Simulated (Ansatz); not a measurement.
# SiGe₂+ (quartet): from Hartree-Fock to the top rungs, cc-pVDZ

An exercise on one series of results from a longer session: the logs are not shown, and one member is left open.

Computed with Ansatz 0.2.0, Gaussian basis. Level: cc-pVDZ, core rule «outside noble gas», up to 33 orbitals frozen.

Plan: UHF; CCSD(T) on ROHF; CCSD(T) on UHF; BCCD(T) on ROHF; CISD as a restricted active space (open shells left free, so some higher excitations enter); CCSDT(Q) on ROHF; CCSDT(Q) on UHF.

30 further runs of the same task are left out: 14 that didn't finish, 16 set aside as unsound or not needed. Runs told in other sessions of the task aren't counted.

## The geometry

The geometry is a PBE0/def2-TZVP stationary point (not a proven minimum) of the parent state, kept for this charge and spin. No spin-orbit coupling is included. The filled d shell of Ge may be among the frozen orbitals whatever the setting's name suggests.

3 atoms, charge 1, spin multiplicity 4.

Atoms are counted from 1 here; the program's logs count them from 0.

Bond lengths: Ge1–Ge2 2.453 Å, Ge1–Si3 2.352 Å, Ge2–Si3 2.352 Å. Angles: Ge2–Ge1–Si3 58.6°, Ge1–Ge2–Si3 58.6°, Ge1–Si3–Ge2 62.9°.

Geometry (Å):

```csv
atom,x (Å),y (Å),z (Å)
Ge1,0.0000,0.3251,1.2266
Ge2,0.0000,0.3251,-1.2266
Si3,0.0000,-1.6816,0.0000
```

The first run:

in.yaml reads:

```yaml
crystal:
  periodic: [false, false, false]
  atoms:
    - {symbol: Ge, position_ang: [0.000000, 0.325086, 1.226603]}
    - {symbol: Ge, position_ang: [0.000000, 0.325086, -1.226603]}
    - {symbol: Si, position_ang: [0.000000, -1.681598, 0.000000]}
basis:
  gaussian: {orbitals: cc-pVDZ}
total_charge: 1
magnetization: {spin_polarized: true, initial_magnetization: 3}
hamiltonian: {xc: hf}
output: {orbitals: {seedname: orbitals}}
```

Command:

```bash
$ ansatz run in.yaml --threads 1 --pin off --events-out ev --progress --plain --max-ram 2393MiB
```

Among the steps run: UHF; CCSD(T) on ROHF; CCSD(T) on UHF; BCCD(T) on ROHF; CISD as a restricted active space (open shells left free, so some higher excitations enter); CCSDT(Q) on ROHF; CCSDT(Q) on UHF.

One table of the session follows, with a row left open; its other results are not shown here.

| method | from RCCSDT(Q) (kJ/mol) |
| --- | --- |
| ROHF | +672.5 |
| UHF | +641.9 |
| RMP2 | +104.3 |
| UMP2 | +117.2 |
| CISD | +107.7 |
| RCCSD | +51.1 |
| UCCSD | +48.5 |
| RCCSD(T) | +8.1 |
| UCCSD(T) | +7.7 |
| BCCD(T) | +8.2 |
| RCCSDT | ? |
| UCCSDT | +3.4 |
| RCCSDT(Q) | 0 |
| UCCSDT(Q) | -1.0 |

**Question.** Estimate the row for RCCSDT.

The run gave: from RCCSDT(Q) (kJ/mol): +4.7. In the column «from RCCSDT(Q) (kJ/mol)» it lies between UCCSDT (+3.4) and UCCSD(T) (+7.7).

Caveats from the session: Restricted and unrestricted rows rest on different reference determinants; a gap between their highest levels can come from leftover correlation error, from unlike frozen cores or from another state.
